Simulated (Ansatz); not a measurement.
MgGe2:

```xyz
6
Lattice="5.5215 -1.8498 0.0000 5.5215 1.8498 0.0000 -3.2176 0.0000 6.0078" Properties=species:S:1:pos:R:3 pbc="T T T"
Ge    4.8996    0.0000    1.7640
Ge    2.9258    0.0000    4.2438
Ge    6.5513    0.0000    5.9203
Ge    1.2740    0.0000    0.0875
Mg    7.8794    0.0000    2.0982
Mg   -0.0541    0.0000    3.9095
```

The cell comes from a database or a generator and needn't be the stable form of this composition.

Program: Ansatz 0.2.0. Alike in all runs: potentials or basis Ansatz PAW; cell as given; k mesh 8 × 8 × 5; cutoff (eV) 420; smearing fermi-dirac 0.05 eV.

Order these runs on this cell by their pressure, lowest first.
A. level PBEsol; spin SOC, no magnetisation; points for each segment of the path 14
B. level BLYP; spin off
C. level LDA; spin off; points for each segment of the path 14
D. level revPBE; spin off

C (-4.3 GPa), A (-2.7 GPa), D (0.8 GPa), B (3.2 GPa).

Caveats: the PAW data sets come from PBE, with cores solved anew for the run's functional, which leaves a small shift of forces and pressure; the potentials were made for another functional, which shifts forces and pressure (some runs); the density of states is complete only up to the lowest level of the last band computed (some runs).

Not every run made on this cell is shown here.
